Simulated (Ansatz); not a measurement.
**CH3ClSeSi: small, medium and large basis sets**

An exercise on one series of results from a longer session: the logs are not shown, and one member is left open.

Program: Ansatz 0.2.0, Gaussian basis. Level of theory: one geometry, several basis sets. These are calculated values, not measurements.

Levels to be run: PBE0-D4/def2-SVP; ωB97M-V/def2-SVP; PBE0-D4/def2-QZVPP; ωB97M-V/def2-QZVPP; the functionals' def2-TZVPP values are taken from earlier runs.

## The geometry

All runs share one geometry, relaxed beforehand with PBE0-D4 in a triple-zeta def2 set.

7 atoms, charge 0, spin multiplicity 1.

Atoms are counted from 1 here; the program's logs count them from 0.

Bond lengths: Cl1–Si2 2.038 Å, Si2–C3 1.828 Å, Si2–Se4 2.207 Å, Si2–H5 1.473 Å, C3–Se4 2.037 Å, C3–H6 1.085 Å, C3–H7 1.085 Å. Angles: Cl1–Si2–C3 118.6°, Cl1–Si2–Se4 120.8°, Cl1–Si2–H5 108.9°, C3–Si2–Se4 59.8°, C3–Si2–H5 121.3°, Se4–Si2–H5 120.3°, Si2–C3–Se4 69.4°, Si2–C3–H6 119.4°, Si2–C3–H7 121.1°, Se4–C3–H6 111.5°, Se4–C3–H7 112.1°, H6–C3–H7 114.0°, Si2–Se4–C3 50.8°.

The first run:

in.yaml reads:

```yaml
crystal:
  periodic: [false, false, false]
  atoms:
    - {symbol: Cl, position_ang: [0.881601, -1.759814, -1.603583]}
    - {symbol: Si, position_ang: [0.014023, -0.863915, 0.008006]}
    - {symbol: C, position_ang: [-0.193047, 0.951976, -0.006421]}
    - {symbol: Se, position_ang: [1.201109, 0.400007, 1.372614]}
    - {symbol: H, position_ang: [-1.035577, -1.750183, 0.539659]}
    - {symbol: H, position_ang: [0.250239, 1.532771, -0.808551]}
    - {symbol: H, position_ang: [-1.057148, 1.421056, 0.452575]}
basis:
  gaussian: {orbitals: def2-SVP}
hamiltonian: {xc: pbe0, dispersion: d4}
output: {orbitals: {seedname: orbitals}}
```

Run with:

```console
> ansatz run in.yaml --threads 2 --pin off --events-out ev --progress --plain --max-ram 4352MiB
```

Steps of the session up to this table: PBE0-D4 in def2-SVP; ωB97M-V in def2-SVP; PBE0-D4 in def2-QZVPP; ωB97M-V in def2-QZVPP.

One table of the session follows, with a row left open; its other results are not shown here.

```
functional       basis  HOMO (eV)
   PBE0-D4    def2-SVP      -6.84
   PBE0-D4  def2-TZVPP      -6.93
   PBE0-D4  def2-QZVPP      -6.95
   ωB97M-V    def2-SVP      -8.95
   ωB97M-V  def2-TZVPP      -9.06
   ωB97M-V  def2-QZVPP          ?
```

Q: Estimate the row for ωB97M-V, def2-QZVPP from the others.

**Answer.** HOMO (eV): -9.09. In the column «HOMO (eV)» it is the lowest.
